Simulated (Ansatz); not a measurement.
Write a Python script for the Python package of Ansatz (0.2.0) that makes a check of PAW against all-electron LAPW of AlNi, space group Cmmm. Settings (first run): PBEsol, PAW, the default cutoff (420 eV here), 11×11×10 k-points, Fermi-Dirac smearing of 0.1 eV, collinear spin.

```
Al Ni
1.0
     1.93869   -1.95319    0.00000
     1.93869    1.95319    0.00000
     0.00000    0.00000    3.09943
Al Ni
1 1
Direct
  0.00000 0.00000 0.00000
  0.50000 0.50000 0.50000
```

`paw_lapw_alni.py`
```python
'''PAW against all-electron LAPW for AlNi.'''

import ansatz as az
from ase import Atoms
import numpy as np


def count_gap(report):
    # lowest empty less highest filled band, counting bands; zero where they overlap
    return max(report.get('gap_by_band_count_ev') or 0.0, 0.0)


def main() -> None:
    atoms = Atoms(
        ['Al', 'Ni'],
        scaled_positions=[
            (0.0, 0.0, 0.0),
            (0.5, 0.5, 0.5),
        ],
        cell=[
            (1.938694, -1.95319015, 0.0),
            (1.938694, 1.95319015, 0.0),
            (0.0, 0.0, 3.09943004),
        ],
        pbc=True,
    )
    atoms.set_initial_magnetic_moments([0.0, 2.0])
    alni = az.Crystal.from_ase(atoms)

    job = (
        alni.calculation()
        .spin('collinear')
        .occupations('fermi_dirac', width=0.1)
        .functional(az.Functional.PBESOL)
        .kpoints(spacing=0.22)
        .stress()
        .forces()
        .band_table()
    )
    variants = {
        'PAW': job.pseudopotentials('paw'),
        'LAPW': job.pseudopotentials('all_electron', lapw=True),
    }
    # totals differ by the cores that each treatment holds, so compare what does not depend on them
    rows = []
    for label, variant in variants.items():
        summary = variant.run().report
        levels = np.array(summary['eigenvalues_ev'][0]) - summary['fermi_energy_ev']
        print(label, 'levels at the first k-point near E_F:', np.round(levels[np.abs(levels) < 5], 3))
        rows.append((label, summary['n_electrons'], np.trace(summary['stress_gpa']) / 3, count_gap(summary), summary['magnetization_mub']))
    print('     treatment  electrons in bands           P GPa  gap by band count eV      moment muB')
    for row in rows:
        print(f'{str(row[0]):>14s}  {row[1]:18.1f}  {row[2]:14.3f}  {row[3]:20.3f}  {row[4]:14.3f}')


if __name__ == '__main__':
    main()
```

```console
$ python paw_lapw_alni.py
DeckWarning: basis.ecutwfc = 420 eV, auto-derived from the records' recommended cutoffs: set by Al (normal level)
RunWarning: the starting moments were not kept: the SCF closed with an absolute magnetisation of 8.4e-8 μB, where they sum to 2 μB in size (1 site). That is at most 0.1 of that sum. Measured as dr2_m measures the in/out step, that magnetisation stands 2.8e-15 [...]
PAW levels at the first k-point near E_F: [-3.465 -3.33  -1.683 -1.664 -1.374  2.891]
LAPW levels at the first k-point near E_F: [-3.462 -3.327 -1.682 -1.663 -1.374  2.881]
     treatment  electrons in bands           P GPa  gap by band count eV      moment muB
           PAW                21.0           0.425                 0.000           0.000
          LAPW                29.0           0.366                 0.000           0.000
```
(Warnings from the package without file and line, shortened, repeats left out.)

PAW gives 0.425 GPa and LAPW 0.366 GPa, 0.06 GPa apart. They took 13.3 and 98.8 s of processor time.

Notes:
- The SCF didn't keep the moments it started from (some shrank, vanished or turned); what is printed is the state reached.
- The computed bands are complete only to about 5.7 eV above the Fermi level.
- The mesh is modest for a metal, so energies can be off by several to tens of meV an atom and pressures by half a GPa or more; differences at equal mesh fare better.
- Within a few hundredths of an angstrom the cell has the higher group P4/mmm; the lower one is a small distortion.
- A gap by band count of zero or less means overlapping bands, a metal.
- This cell is a computed structure, which may not be the phase found in nature.
- Levels are Kohn-Sham eigenvalues on this mesh.
- Pressure is positive in compression; the treatments may keep other shells as core, so totals and counts of electrons can differ.
- Wall time of the script: 110 s on 1 thread of Arm Neoverse V1, with other jobs on the host, peak memory 1.1 GiB.
